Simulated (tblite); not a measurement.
# IPEA1-xTB (ALPB benzaldehyde, solution state reference) run of Si3H7BrO (SMILES O[SiH2][SiH2][SiH2]Br)

Aim: a geometry optimisation of Si3H7BrO. 

The calculation is run with tblite 0.8.0.

6 further runs of the same task are left out: 2 that didn't finish, 4 set aside as unsound or not needed.

## (1) The system as given

Si3H7BrO: 12 atoms, total charge 0, spin state singlet. As SMILES, `O[SiH2][SiH2][SiH2]Br`. The Si4–Br5 distance was set to 3.161 Å, away from the relaxed value. The run starts from this shape.

Bond lengths: O1–Si2 1.620 Å, Si2–Si3 2.324 Å, Si3–Si4 2.325 Å, O1–H6 0.955 Å, Si2–H7 1.471 Å, Si2–H8 1.457 Å, Si3–H9 1.472 Å, Si3–H10 1.474 Å, Si4–H11 1.463 Å, Si4–H12 1.462 Å. Some angles: O1–Si2–Si3 109.8°, Si2–Si3–Si4 111.9°, O1–Si2–H7 110.3°, O1–Si2–H8 101.6°, Si3–Si2–H7 109.0°, Si3–Si2–H8 115.4°, Si2–O1–H6 124.7°, Si2–Si3–H9 114.4°, Si2–Si3–H10 114.8°, Si4–Si3–H9 104.9°. A long bond or contact: Si4–Br5 3.161 Å.

## (2) A geometry optimisation at IPEA1-xTB (ALPB benzaldehyde, solution state reference)

File job.py:

```python
"""IPEA1-xTB geometry optimisation"""
import json
import numpy as np
from tblite.interface import Calculator
from tblite.interface import symbols_to_numbers
from scipy.optimize import minimize

geometry = """
O     -2.263310    -0.101420     0.991990
Si    -1.378900    -1.192170     0.185030
Si     0.882010    -0.712360     0.431520
Si     1.496510     1.201630    -0.737480
Br    -0.854982     3.264609    -0.283029
H     -2.266430     0.836220     0.811590
H     -1.719720    -1.167850    -1.245740
H     -1.823040    -2.439450     0.794020
H      1.784250    -1.764720    -0.062400
H      1.316880    -0.477490     1.820540
H      1.502620     1.120760    -2.198650
H      2.652020     2.021860    -0.377490
"""
lines = [l.split() for l in geometry.strip().splitlines()]
symbols = [l[0] for l in lines]
numbers = np.array(symbols_to_numbers(symbols))
positions = np.array([l[1:4] for l in lines], float) / 0.529177210903

calculator = Calculator("IPEA1-xTB", numbers, positions, charge=0, uhf=0)
calculator.set("verbosity", 0)
calculator.add("alpb-solvation", "benzaldehyde", "reference")
last, frames, energies, grads = [None], [], [], []

def fun(x):
    calculator.update(x.reshape(-1, 3))
    last[0] = calculator.singlepoint(last[0])
    return float(last[0].get('energy')), last[0].get('gradient').ravel()

def show(x):
    e, g = fun(x)
    frames.append(x.reshape(-1, 3).tolist())
    energies.append(e)
    grads.append(g.reshape(-1, 3).tolist())
    print(f"{len(energies) - 1:4d} {e:16.9f} {np.abs(g).max():12.3e} {np.linalg.norm(g):12.3e}")

print("step      energy/Eh       max grad     grad norm")
show(positions.ravel())
opt = minimize(fun, positions.ravel(), jac=True, method="CG", callback=show, options={"gtol": 0.0001, "maxiter": 200})
print("converged:", opt.success, "-", opt.message)
fun(opt.x)
result = last[0]
final = opt.x.reshape(-1, 3)
print("final geometry (angstrom)")
for s, p in zip(symbols, final * 0.529177210903):
    print(f"{s:<2} {p[0]:12.6f} {p[1]:12.6f} {p[2]:12.6f}")
print(f"total energy: {result.get('energy') * 27.211386:.8f} eV")
eps = np.atleast_2d(result.get("orbital-energies")) * 27.211386
occ = np.atleast_2d(result.get("orbital-occupations"))
filled = occ.sum(axis=0) if eps.shape[0] == 1 else occ[0]
homo = np.nonzero(filled > 0.5)[0].max()
print(f"HOMO {eps[0, homo]:.4f} eV")
if homo + 1 < eps.shape[1]:
    print(f"LUMO {eps[0, homo + 1]:.4f} eV, gap {eps[0, homo + 1] - eps[0, homo]:.4f} eV")
mu = result.get("dipole") * 2.541746
print(f"dipole: {np.linalg.norm(mu):.4f} D, components " + " ".join(f"{c:.4f}" for c in mu))
q = result.get("charges")
print("Charges:", " ".join(f"{s}{i + 1}={c:+.4f}" for i, (s, c) in enumerate(zip(symbols, q))))
out = {k: np.asarray(result.get(k)).tolist() for k in ("energy", "gradient", "charges", "dipole", "orbital-energies", "orbital-occupations")}
out.update(symbols=symbols, positions=(positions * 0.529177210903).tolist(), final=final.tolist(), frames=frames, step_energies=energies, grads=grads, success=bool(opt.success))
json.dump(out, open("results.json", "w"))
```

Launch:

```
$ python job.py
```

Q: Predict the results. Wanted: total energy at the end; dipole moment; HOMO energy; LUMO energy; HOMO–LUMO gap.

**Answer.** As computed:

Level: IPEA1-xTB (ALPB benzaldehyde, solution state reference).

| quantity | value |
| --- | --- |
| total energy at the end | -18.45173 Eh |
| dipole moment | 1.79 D |
| HOMO energy | -11.00 eV |
| LUMO energy | -7.68 eV |
| HOMO–LUMO gap | 3.32 eV |

At the final geometry: Bond lengths: O1–Si2 1.569 Å, Si2–Si3 2.319 Å, Si3–Si4 2.301 Å, Si4–Br5 2.213 Å, O1–H6 0.948 Å, Si2–H7 1.450 Å, Si2–H8 1.450 Å, Si3–H9 1.449 Å, Si3–H10 1.451 Å, Si4–H11 1.440 Å, Si4–H12 1.440 Å. Some angles: O1–Si2–Si3 109.9°, Si2–Si3–Si4 117.1°, Si3–Si4–Br5 109.6°, O1–Si2–H7 109.6°, O1–Si2–H8 109.4°, Si3–Si2–H7 112.2°, Si3–Si2–H8 112.6°, Si2–O1–H6 174.7°, Si2–Si3–H9 110.9°, Si2–Si3–H10 108.5°. The optimisation took 140 steps and changed the energy by -3.685 eV. Mulliken charges run from -0.28 on O1 to +0.29 on H6.
